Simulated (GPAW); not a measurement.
Crystal: NbTe.

```xyz
2
Lattice="3.4257 0.0000 0.0000 0.0000 3.4257 0.0000 0.0000 0.0000 3.4257" Properties=species:S:1:pos:R:3 pbc="T T T"
Nb    1.7128    1.7128    1.7128
Te    0.0000    0.0000    0.0000
```

The cell was built by a generator and needn't be a form met in nature.

Base run:

* Program: GPAW 26.7.0
* Functional: PBE
* Potentials or basis: GPAW PAW data sets (gpaw-data 1.2.1)
* Cutoff: 600 eV
* Basis: pw
* k mesh: 8 × 8 × 8
* Occupations: fermi-dirac, width 0.05 eV
* Spin: no spin polarisation

Its results: pressure -1.0 GPa.

Question: The run is repeated on the same cell with these changes: functional from PBE to TPSS. What comes out?

Answer: Pressure -3.0 GPa.

Caveats: the PAW data sets were made with another functional, which shifts forces and pressure a little (some runs).

Not every run made on this cell is shown here.
